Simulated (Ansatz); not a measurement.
# C₃H₆ClFHfN₂O: small, medium and large basis sets

Aim: see how fast density functionals converge with the basis set for C₃H₆ClFHfN₂O.

Computed with Ansatz 0.2.0, Gaussian basis. Level: one geometry, several basis sets.

Plan: PBE0-D4/def2-SVP; ωB97M-V/def2-SVP; PBE0-D4/def2-QZVPP; ωB97M-V/def2-QZVPP; the functionals' def2-TZVPP values are taken from earlier runs.

### Step 1. Structure used throughout

All runs share one geometry, relaxed beforehand with PBE0-D4 in a triple-zeta def2 set. Hf takes the def2 core potential; no spin-orbit term is included.

SMILES `C[N](C)[Hf]([F])([Cl])[N]=C=O`, 15 atoms, charge 0, spin multiplicity 1.

Atoms are counted from 1 here; the program's logs count them from 0.

Bond lengths: C1–N2 1.443 Å, C1–H10 1.098 Å, C1–H11 1.098 Å, C1–H12 1.092 Å, N2–C3 1.448 Å, N2–Hf4 1.994 Å, C3–H13 1.097 Å, C3–H14 1.097 Å, C3–H15 1.097 Å, Hf4–F5 1.901 Å, Hf4–Cl6 2.362 Å, Hf4–N7 2.041 Å, N7–C8 1.201 Å, C8–O9 1.165 Å. Angles: N2–C1–H10 111.2°, N2–C1–H11 111.2°, N2–C1–H12 110.8°, H10–C1–H11 107.7°, H10–C1–H12 107.9°, H11–C1–H12 108.0°, C1–N2–C3 113.6°, C1–N2–Hf4 130.0°, C3–N2–Hf4 116.4°, N2–C3–H13 111.4°, N2–C3–H14 111.4°, N2–C3–H15 111.2°, H13–C3–H14 108.4°, H13–C3–H15 107.2°, H14–C3–H15 107.1°, N2–Hf4–F5 106.7°, N2–Hf4–Cl6 107.8°, N2–Hf4–N7 107.0° and more.

### Step 2. PBE0-D4 in def2-SVP

in.yaml reads:

```yaml
crystal:
  periodic: [false, false, false]
  atoms:
    - {symbol: C, position_ang: [0.200812, 1.453322, 1.534257]}
    - {symbol: N, position_ang: [0.030261, 0.275723, 0.717406]}
    - {symbol: C, position_ang: [1.047138, -0.731770, 0.933633]}
    - {symbol: Hf, position_ang: [-1.382548, -0.163860, -0.619987]}
    - {symbol: F, position_ang: [-2.519614, 1.355398, -0.732753]}
    - {symbol: Cl, position_ang: [-2.508619, -2.100689, 0.128094]}
    - {symbol: N, position_ang: [-0.431818, -0.566886, -2.380832]}
    - {symbol: C, position_ang: [0.144605, -0.791858, -3.410047]}
    - {symbol: O, position_ang: [0.702823, -1.011033, -4.408539]}
    - {symbol: H, position_ang: [1.165949, 1.937255, 1.335531]}
    - {symbol: H, position_ang: [0.167082, 1.203100, 2.602608]}
    - {symbol: H, position_ang: [-0.588141, 2.181284, 1.333671]}
    - {symbol: H, position_ang: [2.047269, -0.348856, 0.694414]}
    - {symbol: H, position_ang: [1.048796, -1.081197, 1.973722]}
    - {symbol: H, position_ang: [0.876003, -1.609953, 0.298831]}
basis:
  gaussian: {orbitals: def2-SVP}
hamiltonian: {xc: pbe0, dispersion: d4}
output: {orbitals: {seedname: orbitals}}
```

Run with:

```
ansatz run in.yaml --threads 2 --pin off --events-out ev --progress --plain --max-ram 32768MiB --backend cpu
```

Further steps of the session: ωB97M-V in def2-SVP; PBE0-D4 in def2-QZVPP; ωB97M-V in def2-QZVPP.

Before running them: what should the planned runs give, taken together? Wanted: PBE0-D4: double and triple zeta above quadruple; ωB97M-V: double and triple zeta above quadruple.

As calculated:

| quantity | value |
| --- | --- |
| PBE0-D4: double and triple zeta above quadruple | 18.25, 0.96 eV |
| ωB97M-V: double and triple zeta above quadruple | 18.58, 0.90 eV |

For PBE0-D4 the step from double to triple zeta gains 17.29 eV and the next only 0.96 eV. These are total energies; as a rule much of such shifts cancels in differences, which this series doesn't test.
